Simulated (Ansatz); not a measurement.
CaMg6Si:

```
Ca Si Mg
1.0
     5.03356    0.00000    0.00000
     0.00000    3.06934    5.99067
     0.00000   -3.06934    5.99067
Ca Si Mg
1 1 6
Direct
  0.50000 0.17945 0.17945
  0.50000 0.64633 0.64633
  0.00000 0.81755 0.81755
  0.00000 0.34315 0.34315
  0.00000 0.33484 0.82264
  0.00000 0.82264 0.33484
  0.50000 0.17823 0.67779
  0.50000 0.67779 0.17823
```

The cell comes from a database or a generator and needn't be the stable form of this composition.

* Program: Ansatz 0.2.0
* Task: single point
* Functional: PBE
* Potentials or basis: Ansatz PAW
* Cutoff: 420 eV (not typed: the program's choice for these potentials)
* k mesh: 5 × 5 × 5
* Occupations: fermi-dirac, width 0.05 eV
* Spin: no spin polarisation

On this cell: pressure 0.1 GPa; largest force 0.076 eV/Å; band gap on the k mesh none (metal or under the smearing width).

The same run follows on a disturbed copy (atoms moved at random, drawn with an rms of 0.05 Å):

```xyz
8
Lattice="5.0336 0.0000 0.0000 0.0000 3.0693 5.9907 0.0000 -3.0693 5.9907" Properties=species:S:1:pos:R:3 pbc="T T T"
Ca    2.5078   -0.0085    2.1440
Si    2.5243    0.0334    7.7492
Mg    0.0547   -0.0042    9.7799
Mg   -0.0080   -0.0196    4.0773
Mg   -0.0161   -1.4869    6.9602
Mg   -0.0314    1.4877    6.9325
Mg    2.5133   -1.5341    5.1435
Mg    2.5173    1.5101    5.1215
```

**Question.** What does the disturbed cell give?

**Answer.** The energy (extrapolated to zero smearing) moves by +1.5 meV/atom; pressure 0.1 GPa; largest force 0.184 eV/Å; band gap on the k mesh none (metal or under the smearing width).

Forces on the atoms (eV/Å):
```
Ca  -0.045  0.072  0.039
Si  -0.034 -0.161 -0.082
Mg  -0.057 -0.015 -0.001
Mg   0.013  0.041  0.125
Mg   0.030 -0.030 -0.067
Mg   0.085  0.057 -0.045
Mg   0.021 -0.036 -0.005
Mg  -0.012  0.073  0.035
```

Stress tensor (GPa, compression positive):
```
-0.26 -0.04  0.12
-0.04  0.19  0.02
 0.12  0.02  0.46
```
